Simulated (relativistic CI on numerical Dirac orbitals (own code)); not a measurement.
# Sr XXX (Sr²⁹⁺): levels and lines

Aim: the low levels of Sr²⁹⁺, their labels and the strongest lines; further runs change one setting each.

Method: Dirac-Coulomb-Breit CI, KLI orbitals optimised for each configuration, model QED (radiative potential, 1s self-energy scaled to tabulated hydrogen-like ionisation energies). Code: relativistic CI on numerical Dirac orbitals (own code) version 2.

### Step 1. Starting point

| Property | Result |
| --- | --- |
| ion | Sr²⁹⁺ (Sr XXX) |
| nuclear charge | 38 |
| electrons | 9 |
| isotope | A = 88 |
| first configuration typed | [He] 2s2 2p5 |

Outer shells as boxes (Hund's rule):

first configuration typed
```
[He] core
2s [↑↓]
2p [↑↓][↑↓][↑ ]
```

### Step 2. Base run

The run's settings:

```ini
atom Sr  Z=38  charge=29  electrons=9
nucleus A=88  rms_radius_fm=4.2240
hamiltonian dirac-coulomb  breit=on  qed=on  c_scale=1
orbitals kli  potential=per-configuration
slater_scale 1
correlation none
mixing on
configurations
  [He] 2s2 2p5
  [He] 2s 2p6
  [He] 2p6 3s
  [He] 2p6 3p
  [He] 2p6 3d
  [He] 2s2 2p4 3s
  [He] 2s2 2p4 3p
  [He] 2s2 2p4 3d
  [He] 2s 2p5 3s
  [He] 2s 2p5 3p
  [He] 2s 2p5 3d
  [He] 2s2 2p4 4s
  [He] 2s2 2p4 4p
  [He] 2s2 2p4 4d
  [He] 2s2 2p4 4f
  [He] 2s 2p5 4s
end
```

### Step 3. Without the Breit term

Settings: those of step 2 with these lines changed.

```diff
@@ -2,3 +2,3 @@
 nucleus A=88  rms_radius_fm=4.2240
-hamiltonian dirac-coulomb  breit=on  qed=on  c_scale=1
+hamiltonian dirac-coulomb  breit=off  qed=on  c_scale=1
 orbitals kli  potential=per-configuration
```

### Step 4. Non-relativistic limit (c × 1000)

Settings: those of step 3 with these lines changed.

```diff
@@ -2,3 +2,3 @@
 nucleus A=88  rms_radius_fm=4.2240
-hamiltonian dirac-coulomb  breit=off  qed=on  c_scale=1
+hamiltonian dirac-coulomb  breit=off  qed=off  c_scale=1000
 orbitals kli  potential=per-configuration
```

(Steps that only read results are left out.)

Q: Predict the outcome of this session. Wanted: lowest level; first excitation; lowest level of the other parity; fastest E1 line; ionisation energy.

**Answer**, as computed:

| run | time | mean size of shift, levels followed (cm⁻¹) | lowest level | ionisation energy (eV) |
| --- | --- | --- | --- | --- |
| main run | 0.89 s | 0 | 2p5 2P°3/2 | 3492.5 |
| without the Breit term | 0.48 s | 14837 | 2p5 2P°3/2 | 3495.2 |
| non-relativistic limit (c × 1000) | 0.38 s | 305665 | 2p5 2P°3/2 | - |

The semi-empirical ionisation energy (NIST) is 3497 eV.

| quantity | value |
| --- | --- |
| lowest level | 2p5 2P°3/2 |
| first excitation | 2p5 2P°1/2, 568012 cm⁻¹ |
| lowest level of the other parity | 2s 2p6 2S1/2, 265.15 eV |
| levels in the model | 207 |
| fastest E1 line (by rate) to the lowest level among the lowest 200 of 207 levels | 0.5689 nm, from 2p4 3d [2p1/2 2p3/2^3 3d3/2] J=5/2 (ii) |
| ionisation energy | 3492.5 eV |
| ionisation energy, semi-empirical (NIST) | 3497 eV |

In words: 2p5 2P°3/2 comes out lowest; its LS label holds 100 % and its jj label 100 %; over the low levels the means are 68 and 94 %, so jj coupling describes them better. The ionisation energy agrees with the semi-empirical value within its uncertainty of 6 eV. Of the changes tried, the run «non-relativistic limit (c × 1000)» moves the low levels most, by 305665 cm⁻¹ on average. Lifetimes count radiative decay inside the model alone.
